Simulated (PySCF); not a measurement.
# C2H5BSSi: electronic excitations and core binding energies

Aim: predict the electronic excitations and core binding energies of C2H5BSSi (`BC1=C[SiH2]S1`).

Programs: PySCF 2.14.0, with density-fitted response routines of our own. Each step states its level of theory. These are calculated values for one molecule in the gas phase, unless marked as measured. Atoms count from 0, in the outputs and in this text.

## Step 1: The molecule as given

10 atoms, charge 0, multiplicity 1; geometry from: GFN2-xTB.

Bonds of the start (Å): B0–C1 1.54, C1–C2 1.36, C2–Si3 1.87, Si3–S4 2.20, S4–C1 1.80, B0–H5 1.17, B0–H6 1.17, C2–H7 1.08, Si3–H8 1.45, Si3–H9 1.45.

## Step 2: Ultraviolet spectrum: PBE0/def2-SVPD

What the job is given:

```
{"job": {"kind": "uv", "xc": "PBE0", "basis": "def2-SVPD", "nstates": 8, "ntriplets": 3}, "charge": 0, "multiplicity": 1}
B     -1.915201    -0.503996    -0.477446
C     -0.488989    -0.096637    -0.076932
C      0.127340    -0.176142     1.130644
Si     1.801949     0.542374     0.689917
S      0.704755     0.617551    -1.213878
H     -2.301413    -0.315599    -1.562121
H     -2.597213    -1.002193     0.331109
H     -0.339420    -0.564371     2.020751
H      2.920753    -0.381336     0.601116
H      2.096322     1.885002     1.163075
```

With the program's defaults for keys left out, this is: TDDFT PBE0/def2-SVPD, vertical, gas phase, core orbitals frozen in the response.

Run with:

```
$ OMP_NUM_THREADS=1 python probes_run.py task.json out
```

One launch serves the whole session: the jobs run in the order shown.

What it wrote:

```text
coarse grid: 9608 points
cycle   1  E = -790.9193355988  dE =  4.547e-01  |g| = 2.681e-01  |ddm| = 4.907e+00
cycle   2  E = -790.9161366639  dE =  3.199e-03  |g| = 2.892e-01  |ddm| = 1.148e+00
cycle   3  E = -790.9442812776  dE = -2.814e-02  |g| = 5.280e-02  |ddm| = 6.723e-01
cycle   4  E = -790.9447274043  dE = -4.461e-04  |g| = 3.713e-02  |ddm| = 1.608e-01
cycle   5  E = -790.9450697279  dE = -3.423e-04  |g| = 8.589e-03  |ddm| = 5.603e-02
cycle   6  E = -790.9450917898  dE = -2.206e-05  |g| = 2.904e-03  |ddm| = 1.957e-02
cycle   7  E = -790.9450942173  dE = -2.428e-06  |g| = 5.559e-04  |ddm| = 6.551e-03
final grid: 84160 points
cycle   8  E = -791.0324775169  dE = -1.392e-05  |g| = 6.133e-03  |ddm| = 6.155e-02
cycle   9  E = -791.0324611283  dE =  1.639e-05  |g| = 9.498e-03  |ddm| = 2.405e-02
cycle  10  E = -791.0324882187  dE = -2.709e-05  |g| = 1.023e-03  |ddm| = 1.661e-02
cycle  11  E = -791.0324885098  dE = -2.911e-07  |g| = 4.071e-04  |ddm| = 2.364e-03
cycle  12  E = -791.0324885540  dE = -4.423e-08  |g| = 5.723e-05  |ddm| = 7.056e-04
cycle  13  E = -791.0324885548  dE = -7.876e-10  |g| = 2.519e-05  |ddm| = 1.960e-04
converged SCF energy = -791.0324885548

Static polarisability (au): isotropic 83.077, principal 59.850 83.662 105.719

Singlet excitations
state   eV       nm        f      main configurations
  1   2.8575    433.9   0.01612   H->L 0.99
  2   4.3831    282.9   0.00147   H-1->L 0.86, H-2->L 0.12
  3   4.5349    273.4   0.00715   H->L+1 0.95
  4   4.6543    266.4   0.00165   H-2->L 0.84, H-1->L 0.12
  5   5.0673    244.7   0.00116   H->L+2 0.64, H-4->L 0.28
  6   5.1083    242.7   0.00045   H-4->L 0.58, H->L+2 0.31, H-3->L 0.08
  7   5.8294    212.7   0.00276   H->L+3 0.97
  8   5.8614    211.5   0.18766   H-3->L 0.53, H->L+4 0.36

Triplet excitations (Tamm-Dancoff, eV): 1.9465 3.9536 4.2729
```

Run time: 23 s. Hardware: 1 thread of Arm Neoverse N1, shared host; peak memory 0.64 GiB.

Frontier orbitals and where they lie:

```csv
orbital,eV,atoms
HOMO−3,-9.42,"C1 27 %, C2 17 %, Si3 14 %"
HOMO−2,-8.85,"S4 22 %, C1 20 %, Si3 17 %"
HOMO−1,-8.48,"S4 54 %, C2 18 %, Si3 15 %"
HOMO,-6.51,"S4 59 %, C2 18 %, C1 14 %"
LUMO,-2.69,"B0 34 %, C1 22 %, C2 22 %"
LUMO+1,-0.66,"Si3 46 %, S4 19 %, H9 11 %"
LUMO+2,0.07,"S4 44 %, Si3 23 %, C1 10 %"
```

With each of the 8 states as a Gaussian band of 0.4 eV half-width at 1/e, the curve within the window shown has maxima at 434 nm (ε 650), 272 nm (ε 410), 211 nm (ε 7,700) L/(mol cm). Beyond the last state computed it falls off for lack of states. The curve at chosen wavelengths:

(nm, ε (L/mol/cm)): (201, 4386), (215, 7243), (229, 2186), (243, 329), (257, 300), (270, 410), (284, 341), (298, 177), (312, 64), (326, 20), (340, 18), (354, 50), (368, 129), (381, 247), (395, 401), (409, 542), (423, 632), (437, 651), (451, 605), (465, 518), (479, 413), (492, 319), (506, 230), (520, 160), (534, 108), (548, 71)

Further results of this job:

| property | computed |
| --- | --- |
| dipole moment (D) | 2.43 |
| polarisability (Å³) | 12.31 |
| HOMO–LUMO gap (eV) | 3.82 |
| −ε(HOMO) (eV) | 6.51 |

## Step 3: X-ray photoelectron lines: SCAN, X2C

Settings changed since step 2:

```diff
@@ -1,2 +1,2 @@
-{"job": {"kind": "uv", "xc": "PBE0", "basis": "def2-SVPD", "nstates": 8, "ntriplets": 3}, "charge": 0, "multiplicity": 1}
+{"job": {"kind": "xps"}, "charge": 0, "multiplicity": 1}
 B     -1.915201    -0.503996    -0.477446
```

With the program's defaults for keys left out, this is: delta-SCF UKS SCAN, pcX-2 on the ionised atom, pcseg-1 elsewhere, spin-free X2C.

What it wrote:

```text
ground state, core basis on atom 0 (B), 134 functions
  cycle   1  E = -793.14446242  |g| = 3.54e-01
  cycle   2  E = -793.10013314  |g| = 5.00e-01
  cycle   3  E = -793.18463513  |g| = 9.83e-02
  cycle   4  E = -793.18647121  |g| = 5.96e-02
  cycle   5  E = -793.18729029  |g| = 2.59e-02
  cycle   6  E = -793.18750002  |g| = 7.77e-03
  cycle   7  E = -793.18752353  |g| = 1.80e-03
  cycle   8  E = -793.18752487  |g| = 3.14e-04
  E(ground) = -793.23836414 Eh
hole in B 1s of atom 0
  cycle   1  E = -785.57160782  |g| = 1.15e+00
  cycle   2  E = -783.81360605  |g| = 1.95e+00
  cycle   3  E = -785.75452334  |g| = 5.71e-01
  cycle   4  E = -785.43083979  |g| = 7.58e-01
  cycle   5  E = -785.94660161  |g| = 2.86e-01
  cycle   6  E = -785.97547031  |g| = 2.10e-01
  cycle   7  E = -785.99345151  |g| = 2.12e-01
  cycle   8  E = -786.00987131  |g| = 1.51e-01
  cycle   9  E = -786.01816588  |g| = 1.13e-01
  cycle  10  E = -786.02830508  |g| = 3.31e-02
  cycle  11  E = -786.02947056  |g| = 1.06e-02
  cycle  12  E = -786.02961305  |g| = 6.33e-03
  cycle  13  E = -786.02962653  |g| = 5.83e-03
  cycle  14  E = -786.02965156  |g| = 2.77e-03
  cycle  15  E = -786.02965664  |g| = 7.92e-04
  cycle  16  E = -786.02965826  |g| = 3.43e-04
  E(ion) = -786.08052121 Eh   <S^2> = 1.5437   hole on atom = 1.000   binding energy = 194.775 eV
ground state, core basis on atom 1 (C), 134 functions
  cycle   1  E = -793.19795571  |g| = 5.89e-02
  cycle   2  E = -793.19745675  |g| = 4.52e-02
  cycle   3  E = -793.19694945  |g| = 6.02e-02
  cycle   4  E = -793.19805422  |g| = 7.57e-03
  cycle   5  E = -793.19807084  |g| = 1.43e-03
  cycle   6  E = -793.19807166  |g| = 4.68e-04
  E(ground) = -793.24811990 Eh
hole in C 1s of atom 1
  cycle   1  E = -781.91089790  |g| = 1.52e+00
  cycle   2  E = -780.10275758  |g| = 2.34e+00
  cycle   3  E = -782.31011801  |g| = 5.55e-01
  cycle   4  E = -781.80066137  |g| = 9.48e-01
  cycle   5  E = -782.47518917  |g| = 2.14e-01
  cycle   6  E = -782.50401556  |g| = 6.85e-02
  cycle   7  E = -782.50741534  |g| = 2.10e-02
  cycle   8  E = -782.50790792  |g| = 1.14e-02
  cycle   9  E = -782.50819051  |g| = 9.65e-03
  cycle  10  E = -782.50852078  |g| = 9.58e-03
  cycle  11  E = -782.50879942  |g| = 7.20e-03
  cycle  12  E = -782.50884336  |g| = 3.04e-03
  cycle  13  E = -782.50887513  |g| = 1.50e-03
  cycle  14  E = -782.50887994  |g| = 8.04e-04
  cycle  15  E = -782.50888083  |g| = 2.85e-04
  E(ion) = -782.55856684 Eh   <S^2> = 0.9444   hole on atom = 1.000   binding energy = 290.878 eV
ground state, core basis on atom 2 (C), 134 functions
  cycle   1  E = -793.19821342  |g| = 6.16e-02
  cycle   2  E = -793.19721942  |g| = 6.57e-02
  cycle   3  E = -793.19753776  |g| = 5.36e-02
  cycle   4  E = -793.19834516  |g| = 1.48e-02
  cycle   5  E = -793.19841703  |g| = 2.09e-03
  cycle   6  E = -793.19842009  |g| = 5.53e-04
  cycle   7  E = -793.19841977  |g| = 2.09e-04
  E(ground) = -793.24807713 Eh
hole in C 1s of atom 2
  cycle   1  E = -781.93418146  |g| = 1.52e+00
  cycle   2  E = -780.34505365  |g| = 2.22e+00
  cycle   3  E = -782.26210438  |g| = 6.53e-01
  cycle   4  E = -782.15065830  |g| = 7.33e-01
  cycle   5  E = -782.53784270  |g| = 1.09e-01
  cycle   6  E = -782.54461075  |g| = 4.81e-02
  cycle   7  E = -782.54599810  |g| = 1.99e-02
  cycle   8  E = -782.54626020  |g| = 8.20e-03
  cycle   9  E = -782.54631182  |g| = 2.92e-03
  cycle  10  E = -782.54632715  |g| = 1.63e-03
  cycle  11  E = -782.54633187  |g| = 6.34e-04
  cycle  12  E = -782.54633232  |g| = 2.57e-04
  E(ion) = -782.59518425 Eh   <S^2> = 0.8056   hole on atom = 1.000   binding energy = 289.880 eV
ground state, core basis on atom 3 (Si), 145 functions
  cycle   1  E = -793.29167532  |g| = 2.87e-01
  cycle   2  E = -793.29083981  |g| = 6.60e-02
  cycle   3  E = -793.28452851  |g| = 1.55e-01
  cycle   4  E = -793.29185829  |g| = 1.87e-02
  cycle   5  E = -793.29194587  |g| = 4.71e-03
  cycle   6  E = -793.29195240  |g| = 1.14e-03
  cycle   7  E = -793.29195080  |g| = 3.28e-04
  E(ground) = -793.29988217 Eh
hole in Si 1s of atom 3
  cycle   1  E = -724.33363472  |g| = 4.35e+00
  cycle   2  E = -723.03284496  |g| = 2.60e+00
  cycle   3  E = -720.53211022  |g| = 2.15e+00
  cycle   4  E = -725.15365542  |g| = 5.88e-01
  cycle   5  E = -725.26227795  |g| = 5.03e-01
  cycle   6  E = -725.39222307  |g| = 1.22e-01
  cycle   7  E = -725.39806034  |g| = 7.05e-02
  cycle   8  E = -725.40096460  |g| = 2.18e-02
  cycle   9  E = -725.40122975  |g| = 7.51e-03
  cycle  10  E = -725.40126350  |g| = 2.64e-03
  cycle  11  E = -725.40126886  |g| = 6.53e-04
  cycle  12  E = -725.40127058  |g| = 4.20e-04
  E(ion) = -725.41745087 Eh   <S^2> = 0.7533   hole on atom = 1.000   binding energy = 1847.175 eV
hole in Si 2p of atom 3
  cycle   1  E = -788.99086110  |g| = 1.24e+00
  cycle   2  E = -787.84687146  |g| = 1.67e+00
  cycle   3  E = -788.89406991  |g| = 7.32e-01
  cycle   4  E = -789.23096442  |g| = 3.97e-01
  cycle   5  E = -789.30370640  |g| = 1.74e-01
  cycle   6  E = -789.32156377  |g| = 5.56e-02
  cycle   7  E = -789.32334307  |g| = 2.27e-02
  cycle   8  E = -789.32362516  |g| = 5.24e-03
  cycle   9  E = -789.32364026  |g| = 1.73e-03
  cycle  10  E = -789.32364165  |g| = 8.12e-04
  cycle  11  E = -789.32364282  |g| = 4.05e-04
  E(ion) = -789.34313987 Eh   <S^2> = 0.7545   hole on atom = 1.002   binding energy = 107.668 eV
  2p3/2 = 107.417 eV   2p1/2 = 108.042 eV
ground state, core basis on atom 4 (S), 145 functions
  cycle   1  E = -793.34352244  |g| = 4.06e-01
  cycle   2  E = -793.34284536  |g| = 6.38e-02
  cycle   3  E = -793.33917741  |g| = 1.25e-01
  cycle   4  E = -793.34388528  |g| = 2.92e-02
  cycle   5  E = -793.34411706  |g| = 1.06e-02
  cycle   6  E = -793.34414492  |g| = 3.05e-03
  cycle   7  E = -793.34414827  |g| = 3.47e-04
  E(ground) = -793.37953259 Eh
hole in S 1s of atom 4
  cycle   1  E = -701.11902125  |g| = 5.08e+00
  cycle   2  E = -701.04750038  |g| = 2.33e+00
  cycle   3  E = -699.54153139  |g| = 1.78e+00
  cycle   4  E = -702.14490613  |g| = 5.66e-01
  cycle   5  E = -702.30382742  |g| = 2.73e-01
  cycle   6  E = -702.34169659  |g| = 1.14e-01
  cycle   7  E = -702.34874184  |g| = 2.04e-02
  cycle   8  E = -702.34879703  |g| = 1.83e-02
  cycle   9  E = -702.34896544  |g| = 9.12e-03
  cycle  10  E = -702.34900966  |g| = 1.06e-03
  cycle  11  E = -702.34901135  |g| = 4.85e-04
  E(ion) = -702.37549935 Eh   <S^2> = 0.7516   hole on atom = 1.000   binding energy = 2476.346 eV
hole in S 2p of atom 4
  cycle   1  E = -786.67843061  |g| = 1.53e+00
  cycle   2  E = -786.32447887  |g| = 1.45e+00
  cycle   3  E = -786.95981847  |g| = 5.27e-01
  cycle   4  E = -787.07500395  |g| = 3.04e-01
  cycle   5  E = -787.12215046  |g| = 1.33e-01
  cycle   6  E = -787.13224998  |g| = 3.59e-02
  cycle   7  E = -787.13288423  |g| = 1.47e-02
  cycle   8  E = -787.13300727  |g| = 2.86e-03
  cycle   9  E = -787.13301260  |g| = 1.16e-03
  cycle  10  E = -787.13301545  |g| = 7.87e-04
  cycle  11  E = -787.13301685  |g| = 6.43e-04
  cycle  12  E = -787.13301980  |g| = 5.18e-04
  cycle  13  E = -787.13302248  |g| = 4.14e-04
  E(ion) = -787.17481046 Eh   <S^2> = 0.7548   hole on atom = 1.001   binding energy = 168.839 eV
  2p3/2 = 168.574 eV   2p1/2 = 169.816 eV
```

Wall time 92 s (1 thread of Arm Neoverse N1, shared host); peak memory 0.43 GiB.

Binding energies by hole, beside the orbital energy of the ground state; the difference holds orbital relaxation and, for a density functional, its self-interaction error:

```
       hole  stands for                                        environment  ΔSCF (eV; 2p as the shell's mean)  −ε (eV)   ⟨S²⟩
  B1s on B0          B0                             boron bonded to C, 2 H                  194.77 (doubtful)    180.3  1.544
  C1s on C1          C1                    fully substituted alkene carbon                  290.88 (doubtful)    274.8  0.944
  C1s on C2          C2                                          alkene CH                             289.88    274.2  0.806
Si1s on Si3         Si3  silicon bonded to C, S, 2 H, in a 4-membered ring                            1847.18   1794.3  0.753
Si2p on Si3         Si3  silicon bonded to C, S, 2 H, in a 4-membered ring                             107.62     97.1  0.755
  S1s on S4          S4       sulfur bonded to C, Si, in a 4-membered ring                            2476.35   2414.6  0.752
  S2p on S4          S4       sulfur bonded to C, Si, in a 4-membered ring                             168.99    157.7  0.755
```

Doubtful: the ion did not converge, its hole moved, or its ⟨S²⟩ is well above 0.75.

With the spin-orbit splitting: Si3 2p3/2 107.42, 2p1/2 108.04 eV; S4 2p3/2 168.57, 2p1/2 169.82 eV. The table gives each 2p level as the mean over the whole 2p shell (two parts 2p3/2, one part 2p1/2), which differs a little from the single hole in the log.

## Step 4: Outcome

| quantity | value |
| --- | --- |
| lowest singlet (PBE0/def2-SVPD) | 2.86 eV (434 nm), f = 0.016 |
| brightest single state of those computed | state 8, 5.86 eV, f = 0.188 |
| lowest triplet | 1.95 eV |
| C1s binding energies, SCAN/pcX-2 (standing for 1 of 2 atoms) | C2 289.88 eV |
| Si1s binding energies, SCAN/pcX-2 | Si3 1847.18 eV |
| Si2p binding energies, SCAN/pcX-2 | Si3 107.62 eV |
| S1s binding energies, SCAN/pcX-2 | S4 2476.35 eV |
| S2p binding energies, SCAN/pcX-2 | S4 168.99 eV |

In words: The lowest singlet, at 2.86 eV, is HOMO→LUMO 0.99 and is weak; of the 8 states computed, the strongest absorption comes from state 8 at 5.86 eV (the last computed, so partners may be missing). State 1 absorbs in the visible (434 nm). The lowest triplet lies 0.91 eV below the lowest singlet (triplets in Tamm-Dancoff, singlets in full TDDFT).
